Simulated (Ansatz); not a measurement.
# NbCl₄ radical: a ladder of functionals and wavefunction methods

The task here is to estimate one member of a computed series from the others.

The runs use Ansatz 0.2.0, Gaussian basis; functionals in def2-TZVPP, the program's frozen cores in correlated methods.

Levels to be run: LDA (SPW92), PBE-D4, revPBE-D4, BLYP-D4, r2SCAN-D4, B97M-V, PBE0-D4, B3LYP-D4, r2SCANh-D4, r2SCAN0-D4, HSE06-D4, BHLYP-D4, CAM-B3LYP-D4, LC-ωPBE, ωB97X-V, ωB97M-V, B2PLYP, PBE-QIDH; CCSD(T)/def2-SVP; CCSD(T)/def2-TZVPP; MP2/def2-QZVPP; extrapolation to the limit; RPA on PBE.

### The relaxed structure

An earlier PBE0-D4 in a triple-zeta def2 set relaxation fixed the geometry. Nb takes the def2 core potential; no spin-orbit term is included.

SMILES `[Cl][Nb]([Cl])([Cl])[Cl]`, 5 atoms, charge 0, spin multiplicity 2.

Atoms are counted from 1 here; the program's logs count them from 0.

Bond lengths: Cl1–Nb2 2.265 Å, Nb2–Cl3 2.265 Å, Nb2–Cl4 2.265 Å, Nb2–Cl5 2.265 Å. Angles: Cl1–Nb2–Cl3 105.5°, Cl1–Nb2–Cl4 105.5°, Cl1–Nb2–Cl5 117.7°, Cl3–Nb2–Cl4 117.7°, Cl3–Nb2–Cl5 105.5°, Cl4–Nb2–Cl5 105.5°.

Set-up of the first run:

The input, in.yaml:

```yaml
crystal:
  periodic: [false, false, false]
  atoms:
    - {symbol: Cl, position_ang: [-1.081828, -0.275716, 1.970299]}
    - {symbol: Nb, position_ang: [0.000018, 0.000010, 0.000002]}
    - {symbol: Cl, position_ang: [1.958937, -1.114280, 0.222423]}
    - {symbol: Cl, position_ang: [-1.443261, -0.718386, -1.590389]}
    - {symbol: Cl, position_ang: [0.566135, 2.108373, -0.602325]}
basis:
  gaussian: {orbitals: def2-TZVPP}
magnetization: {spin_polarized: true, initial_magnetization: 1}
hamiltonian: {xc: lda}
output: {orbitals: {seedname: orbitals}}
```

Command:

```console
$ ansatz run in.yaml --threads 2 --pin off --events-out ev --progress --plain --max-ram 32768MiB --backend cpu
```

Among the steps run: LDA; PBE-D4 (GGA); revPBE-D4 (GGA); BLYP-D4 (GGA); r2SCAN-D4 (meta-GGA); B97M-V (meta-GGA); B3LYP-D4 (hybrid); r2SCANh-D4 (hybrid); r2SCAN0-D4 (hybrid); HSE06-D4 (hybrid); BHLYP-D4 (hybrid); CAM-B3LYP-D4 (range-separated); LC-ωPBE (range-separated); ωB97X-V (range-separated); ωB97M-V (range-separated); B2PLYP (double hybrid); PBE-QIDH (double hybrid).

One of the session's tables, all rows but one given; the rest of the session is left out.

It belongs to the step «Orbital energies across the functionals». 

| functional | HOMO (eV) | LUMO (eV) | gap (eV) |
| --- | --- | --- | --- |
| LDA (SPW92) | -4.65 | -4.60 | 0.04 |
| PBE-D4 | -4.67 | -4.44 | 0.23 |
| revPBE-D4 | -4.65 | -4.38 | 0.27 |
| BLYP-D4 | -4.51 | -4.26 | 0.25 |
| r2SCAN-D4 | -5.12 | -4.51 | 0.61 |
| B97M-V | -5.15 | -4.47 | 0.68 |
| PBE0-D4 | -6.32 | -3.76 | 2.57 |
| B3LYP-D4 | -5.99 | -3.89 | 2.10 |
| r2SCANh-D4 | -5.72 | -4.23 | 1.49 |
| r2SCAN0-D4 | -6.64 | -3.79 | 2.85 |
| HSE06-D4 | -5.91 | -4.13 | 1.78 |
| BHLYP-D4 | -7.87 | -2.80 | 5.07 |
| CAM-B3LYP-D4 | -7.76 | -2.64 | 5.12 |
| LC-ωPBE | -9.27 | -1.63 | 7.64 |
| ωB97X-V | ? | ? | ? |
| ωB97M-V | -8.63 | -1.64 | 6.99 |

**Question.** Estimate the row for ωB97X-V.

The run gave: HOMO (eV): -8.78; LUMO (eV): -1.62; gap (eV): 7.15. In the column «HOMO (eV)» it lies between LC-ωPBE (-9.27) and ωB97M-V (-8.63).
